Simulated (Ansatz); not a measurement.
# GaAs: the cost of one run

Method: DFT LDA, spin-orbit coupling, plane waves, PAW, and further levels as typed in the inputs, in Ansatz 0.2.0.

**1. The starting structure**

Symmetry: F-43m, No. 216, cubic system. Conventional cell: a = 5.653 Å, b = 5.653 Å, c = 5.653 Å, α = 90.00°, β = 90.00°, γ = 90.00°. Around Ga (site symmetry -43m) lie 4 As at 2.45 Å. Around As (site symmetry -43m) lie 4 Ga at 2.45 Å.

Coordinates:

```xyz
2
Lattice="0.0000 2.8266 2.8266 2.8266 0.0000 2.8266 2.8266 2.8266 0.0000" Properties=species:S:1:pos:R:3 pbc="T T T"
Ga    0.0000    0.0000    0.0000
As    1.4133    1.4133    1.4133
```

The structure rests on an entry of the Crystallography Open Database; cell or positions may have been set otherwise for this series.

**2. Single point: GaAs**

input.yaml reads:

```yaml
crystal:
  lattice:
    - [0.0, 2.82665, 2.82665]
    - [2.82665, 0.0, 2.82665]
    - [2.82665, 2.82665, 0.0]
  atoms:
    - { symbol: Ga, position: [0.0, 0.0, 0.0] }
    - { symbol: As, position: [0.25, 0.25, 0.25] }
scf:
  occupations: { method: gaussian, width: 0.03 }
output:
  eigenstates:
    kpoints:
      - [0.0, 0.0, 0.0]
      - [0.005, 0.005, 0.0]
      - [0.01, 0.01, 0.0]
      - [0.015, 0.015, 0.0]
      - [0.02, 0.02, 0.0]
      - [0.025, 0.025, 0.0]
      - [0.03, 0.03, 0.0]
      - [0.035, 0.035, 0.0]
      - [0.04, 0.04, 0.0]
      - [0.004, 0.004, 0.004]
      - [0.008, 0.008, 0.008]
      - [0.012, 0.012, 0.012]
      - [0.016, 0.016, 0.016]
      - [0.02, 0.02, 0.02]
      - [0.024, 0.024, 0.024]
      - [0.028, 0.028, 0.028]
      - [0.032, 0.032, 0.032]
      - [0.008, 0.004, 0.004]
      - [0.016, 0.008, 0.008]
      - [0.024, 0.012, 0.012]
      - [0.032, 0.016, 0.016]
      - [0.04, 0.02, 0.02]
      - [0.048, 0.024, 0.024]
      - [0.056, 0.028, 0.028]
      - [0.064, 0.032, 0.032]
      - [0.5, 0.5, 0.5]
      - [0.5, 0.5, 0.0]
hamiltonian:
  xc: lda
kpoints:
  mp_grid: { grid: [8, 8, 8] }
magnetization:
  noncollinear: true
  spin_orbit: true
```

The run is started by

```
ansatz run input.yaml --threads 4 --pin off --max-ram 12288MiB --backend cpu --events-out ev --progress --plain --runs-dir out
```

**Question.** How long does this run take on 4 threads of Arm Neoverse V2, shared host, and how much memory does it need?

About 6.1 s, with a peak of 0.52 GiB.
